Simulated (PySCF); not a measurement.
**Mg²⁺ under other conditions**

One physical setting of the base script is moved in each run, with the edits that it forces.

The runs use PySCF 2.14.0; each script names its method and basis.

4 further runs of the same task are left out: 4 that didn't finish.

## 1. The atom

Mg²⁺: 1 atom, charge 2, spin multiplicity 1.

## 2. Base script

input.py

```python
from pyscf import gto, dft

mol = gto.M(
    atom='Mg 0 0 0',
    basis='pcseg-1',
    charge=2,
    spin=0,
    verbose=4,
)
mf = dft.RKS(mol, xc='lda,vwn')
mf.kernel()
mf.stability(internal=True, external=True)
mf.dip_moment()
print('orbital energies (hartree):', mf.mo_energy[..., max(0, mol.nelec[1]-3):mol.nelec[0]+3].round(4))
```

On the command line:

```console
python input.py
```

The log of this run is left out.

In short: E(SCF) = -198.274129 Eh, 5 cycles, internal stable; real -> complex stable; RHF/RKS -> UHF/UKS stable.

## 3. Electric field 0.2 a.u.

Run 1 changes electric field: none → 0.2 a.u.

input.py

```python
from pyscf import gto, dft

mol = gto.M(
    atom='Mg 0 0 0',
    basis='pcseg-1',
    charge=2,
    spin=0,
    verbose=4,
)
mf = dft.RKS(mol, xc='lda,vwn')
field = 0.2  # electric field along z, atomic units
h = mf.get_hcore() + field*mol.intor('int1e_r')[2]
mf.get_hcore = lambda *args: h
e_nuc = mol.energy_nuc() - field*mol.atom_charges() @ mol.atom_coords()[:, 2]
mf.energy_nuc = lambda *args: e_nuc
mf.kernel()
mf.stability(internal=True, external=True)
mf.dip_moment()
print('orbital energies (hartree):', mf.mo_energy[..., max(0, mol.nelec[1]-3):mol.nelec[0]+3].round(4))
```

On the command line:

```console
python input.py
```

## 4. PCM, ε = 4.71

Run 2 changes solvent: none (gas phase) → PCM, ε = 4.71; step after the SCF: stability → analyze.

input.py

```python
from pyscf import gto, dft, solvent

mol = gto.M(
    atom='Mg 0 0 0',
    basis='pcseg-1',
    charge=2,
    spin=0,
    verbose=4,
)
mf = dft.RKS(mol, xc='lda,vwn')
mf = solvent.PCM(mf)
mf.with_solvent.eps = 4.71
mf.kernel()
mf.analyze()
print('orbital energies (hartree):', mf.mo_energy[..., max(0, mol.nelec[1]-3):mol.nelec[0]+3].round(4))
```

Q: Predict the outcome of this session. Wanted: for each run, E(SCF); from base; gap; after the SCF.

The runs gave:

```tsv
run	E(SCF) (hartree)	from base (eV)	cycles	gap (eV)	after the SCF
base	-198.274129	0	5	49.65	stable
electric field 0.2 a.u. (poor choice)	-198.275262	not comparable	5	42.95	stable
PCM, ε = 4.71	-198.675699	-10.9273	5	49.51	n/a
```

A continuum solvent with ε = 4.71 lowers the energy by 10.927 eV, a large gain because the system is charged. Rows marked «poor choice» come from settings spoiled on purpose.
